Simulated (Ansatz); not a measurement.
**Al3Au under changes of volume**

One of the cells (16.640 Å³/atom); the others are scaled copies at fixed shape and fractional positions:

```
Au Al
1.0
    -2.02533    2.02533    4.05660
     2.02533   -2.02533    4.05660
     2.02533    2.02533   -4.05660
Au Al
1 3
Direct
  0.00000 0.00000 0.00000
  0.50000 0.50000 0.00000
  0.25000 0.75000 0.50000
  0.75000 0.25000 0.50000
```

The cell comes from a database or a generator and needn't be the stable form of this composition.

```yaml
Program: Ansatz 0.2.0
Functional: PBEsol
Potentials_or_basis: Ansatz PAW
Cutoff: "420 eV (not typed: the program's choice for these potentials)"
k_mesh: 9 × 9 × 9
Occupations: fermi-dirac, width 0.05 eV
Spin: no spin polarisation
```

```tsv
volume (Å³/atom)	energy over the lowest point (meV/atom)	pressure (GPa)
15.642	?	?
15.974	0.70	1.5
16.307	0.00	-0.7
16.640	3.54	-2.6
16.973	10.82	-4.3
17.306	21.44	-5.9
17.638	35.04	-7.2
```

**Question.** What does the run at 15.642 Å³/atom give?

**Answer.** Energy over the lowest point 6.16 meV/atom; pressure 3.9 GPa.

Worked out: A Birch-Murnaghan fit of order 3 (a polynomial in V^(-2/3)) to the other rows has its minimum at 16.19 Å³/atom with B0 = V·E''(V) = 102 GPa and B' = 4.5 at fixed shape and positions, which overstates the stiffness. It gives 6.08 meV/atom at 15.642 Å³/atom, against the run's 6.16, and -dE/dV = 3.8 GPa, against 3.9.

Energies are extrapolated to zero smearing.

Caveats: the PAW data sets come from PBE, with cores solved anew for the run's functional, which leaves a small shift of forces and pressure.
